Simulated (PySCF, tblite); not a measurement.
**C₄H₄BF₂O₂ radical: geometry, infrared bands and EPR parameters**

What infrared bands and EPR parameters should C₄H₄BF₂O₂ radical (`O=C1[CH]OC[C@H]1B(F)F`) show?

Computed with tblite 0.8.0 and PySCF 2.14.0, with density-fitted response routines of our own, on a single molecule in the gas phase. Atoms are numbered from 0 throughout.

## (1) The starting structure

13 atoms, charge 0, multiplicity 2; geometry from: force field or distance geometry start.

Bonds of the start (Å): O0–C1 1.23, C1–C2 1.49, C2–O3 1.40, O3–C4 1.38, C4–C5 1.52, C5–B6 1.56, B6–F7 1.46, B6–F8 1.45, C5–C1 1.49, C2–H9 1.14, C4–H10 1.12, C4–H11 1.09, C5–H12 1.10.

## (2) Optimising the geometry with GFN2-xTB

Job settings and geometry (Å):

```
{"job": {"kind": "relax", "xc": "GFN2-xTB", "basis": "xTB"}, "charge": 0, "multiplicity": 2}
O     -0.495300     0.494800     2.243100
C     -0.687800     0.212000     1.060700
C     -1.932300     0.414800     0.258800
O     -1.542000     0.294600    -1.081700
C     -0.160500     0.374400    -1.123800
C      0.253500    -0.428800     0.099100
B      1.764700    -0.322300     0.454700
F      2.612500    -1.415400    -0.024200
F      2.451500     0.926700     0.696800
H     -2.534100    -0.526100     0.461600
H      0.091300     1.448400    -0.957900
H      0.279800    -0.012400    -2.047300
H     -0.105800    -1.460100    -0.057600
```

Command:

```bash
$ OMP_NUM_THREADS=1 python probes_run.py task.json out
```

The driver reads the jobs from task.json and runs them one after another.

**Question.** This job is followed by: GFN2-xTB harmonic vibrations, gas phase; UKS B3LYP, pcH-1 on B C F H O, non-relativistic, mean-field spin-orbit, GIAO. What will the session give for the following? strongest single infrared mode (GFN2-xTB); zero-point energy (GFN2-xTB); g(iso) (B3LYP); ⟨S²⟩; largest a(iso) (averaged by class); potential on the surface of density 0.002 e/bohr³, 1st and 99th percentile.

As calculated:

| quantity | value |
| --- | --- |
| strongest single infrared mode (GFN2-xTB) | 1322 cm⁻¹, 364 km/mol |
| zero-point energy (GFN2-xTB) | 51.2 kcal/mol |
| g(iso) (B3LYP) | 2.00506 |
| ⟨S²⟩ | 0.758 (exact 0.75) |
| largest a(iso) (averaged by class) | 1H on H9, -41.3 MHz |
| potential on the surface of density 0.002 e/bohr³, 1st and 99th percentile | -1.67 V and 1.92 V |

Relaxing lowered the energy by 2.278 eV in 94 steps; the close pair that moved most is B6–F7, from 1.464 to 1.309 Å. All 33 modes are real, so the xTB geometry is a minimum. The strongest single mode, at 1322 cm⁻¹, moves mainly B6. Unscaled tight-binding wavenumbers are off by several per cent, some by more. Its intensities can rank the bands wrongly. C2 carries the largest spin population, 0.57 e. The isotropic g lies 2.7 ppt above the free-electron value. The conformer search found further structures of the same energy, which may be mirror or relabelled copies of this one.
